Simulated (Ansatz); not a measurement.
# CH2STe (SMILES S=C[TeH]): functionals against CCSD(T) at one geometry

The task here is to estimate one member of a computed series from the others.

Method: single points in def2-TZVPP; program: Ansatz 0.2.0, Gaussian basis.

Correlated methods freeze the cores. Filled d shells of the heavier atoms are correlated. Core potentials replace the inner electrons past krypton, and spin-orbit coupling is left out.

## Starting geometry

SMILES `S=C[TeH]`, 5 atoms, charge 0, spin multiplicity 1.

Atoms are counted from 1 here; the program's logs count them from 0.

Bond lengths: S1–C2 1.700 Å, C2–Te3 2.109 Å, C2–H4 1.059 Å, Te3–H5 1.606 Å. Angles: S1–C2–Te3 123.9°, S1–C2–H4 114.4°, Te3–C2–H4 121.0°, C2–Te3–H5 90.1°.

Coordinates:

```
S    -0.9072   -1.9234   -0.7186
C    -0.2931   -0.5409    0.0561
Te    0.9925    0.8516   -0.8692
H    -0.7250   -0.3404    1.0020
H     1.0517    1.7054    0.4897
```

The first run:

Contents of run/in.yaml:

```yaml
crystal:
  periodic: [false, false, false]
  atoms:
    - {symbol: S, position_ang: [-0.907200, -1.923400, -0.718600]}
    - {symbol: C, position_ang: [-0.293100, -0.540900, 0.056100]}
    - {symbol: Te, position_ang: [0.992500, 0.851600, -0.869200]}
    - {symbol: H, position_ang: [-0.725000, -0.340400, 1.002000]}
    - {symbol: H, position_ang: [1.051700, 1.705400, 0.489700]}
basis:
  gaussian: {orbitals: def2-TZVPP}
correlation: {method: ccsd_t}
output: {forces: true}
```

The command line of these runs was not kept.

Steps of the session up to this table: CCSD(T)/def2-TZVPP; PBE0-D4/def2-TZVPP; wB97M-V/def2-TZVPP; r2SCAN-D4/def2-TZVPP; PBE-D4/def2-TZVPP; revPBE-D4/def2-TZVPP; wB97X-V/def2-TZVPP.

One table of the session follows, with a row left open; its other results are not shown here.

| method | RMS force component (eV/Å) | angle to CCSD(T) forces (°) | dipole (D) |
| --- | --- | --- | --- |
| CCSD(T) | 1.120 | reference | 2.38 |
| PBE0-D4 | 1.350 | 3.2 | 2.78 |
| wB97M-V | 1.365 | 5.4 | 2.60 |
| r2SCAN-D4 | 1.262 | 1.7 | 2.87 |
| PBE-D4 | 1.216 | 7.6 | 2.73 |
| revPBE-D4 | 1.183 | 9.3 | 2.72 |
| wB97X-V | ? | ? | ? |

Q: Estimate the row for wB97X-V from the others.

As computed: RMS force component (eV/Å): 1.416; angle to CCSD(T) forces (°): 4.7; dipole (D): 2.72. In the column «RMS force component (eV/Å)» it is the highest.
